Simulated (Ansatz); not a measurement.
Run this with Ansatz's Python interface and show what comes out.

The script, `ch3osb_pa.py`:
```python
import ansatz as az
import numpy as np

BASIS = "def2-SVP"
METHOD = "MP2"
NET_CHARGE = 1
FMAX = 0.01


def main() -> None:
    geometry_ang = [
        ("C", (0.0866, -0.2816, -0.6629)),
        ("O", (-0.9006, -0.7783, 0.1753)),
        ("Sb", (0.6711, -0.1405, 1.3277)),
        ("H", (-0.2487, 0.7188, -1.1344)),
        ("H", (0.4933, -1.0236, -1.3383)),
        ("H", (-0.0596, 1.4411, 1.5863)),
    ]
    ch3osb = az.Crystal.molecule()
    for symbol, xyz in geometry_ang:
        ch3osb = ch3osb.atom(symbol, xyz)

    calc = ch3osb.calculation().basis(gaussian=BASIS).correlation(METHOD)
    symbols = [site.symbol for site in ch3osb.cartesian_sites]
    start = np.array([site.position_ang for site in ch3osb.cartesian_sites], dtype=float)
    rep = calc.relax(force_tolerance=0.01).run(threads=1, pin="off").report
    end = np.array(rep["positions_ang"])

    away = sum((end[1] - end[j]) / np.linalg.norm(end[1] - end[j]) for j in [0, 2]) + np.array([0.15, 0.1, -0.2])
    proton = end[1] + 1.0 * away / np.linalg.norm(away)
    acid = az.Crystal.molecule()
    for symbol, place in zip(symbols, end):
        acid = acid.atom(symbol, place.tolist())
    acid = acid.atom("H", proton.tolist())
    protonated = (
        acid.calculation()
        .basis(gaussian=BASIS)
        .correlation(METHOD)
        .charge(NET_CHARGE)
        .relax(force_tolerance=FMAX, max_steps=80)
    )
    after = protonated.run(threads=1, pin="off").report
    xyz = np.array(after["positions_ang"])
    reach = np.linalg.norm(xyz[:-1] - xyz[-1], axis=1)
    print(f"base {rep['free_energy_ev']:.5f} eV, protonated {after['free_energy_ev']:.5f} eV")
    print(f"the proton ends {reach.min():.3f} A from {symbols[reach.argmin()]}{reach.argmin()}")
    print(f"electronic proton affinity {96.485332 * (rep['free_energy_ev'] - after['free_energy_ev']):.1f} kJ/mol")


if __name__ == "__main__":
    main()
```

`python ch3osb_pa.py` gives:
```text
base -9633.29648 eV, protonated -9642.31923 eV
the proton ends 0.977 A from O1
electronic proton affinity 870.6 kJ/mol
```

Total energies depend on the basis set; only differences at equal settings carry meaning. The proton is put on one chosen atom, which needn't be the most basic site, so the molecule's proton affinity can be higher; the ends are stationary points, not checked by frequencies, and zero-point and thermal terms count only where printed. def2 sets replace the cores of elements past krypton by effective core potentials. Run time: 35 s on 1 thread of Intel(R) Xeon(R) 6975P-C (Granite Rapids), on a shared host, peak memory 0.24 GiB.

(Lines on the test bed's own set-up are left out of the output.)
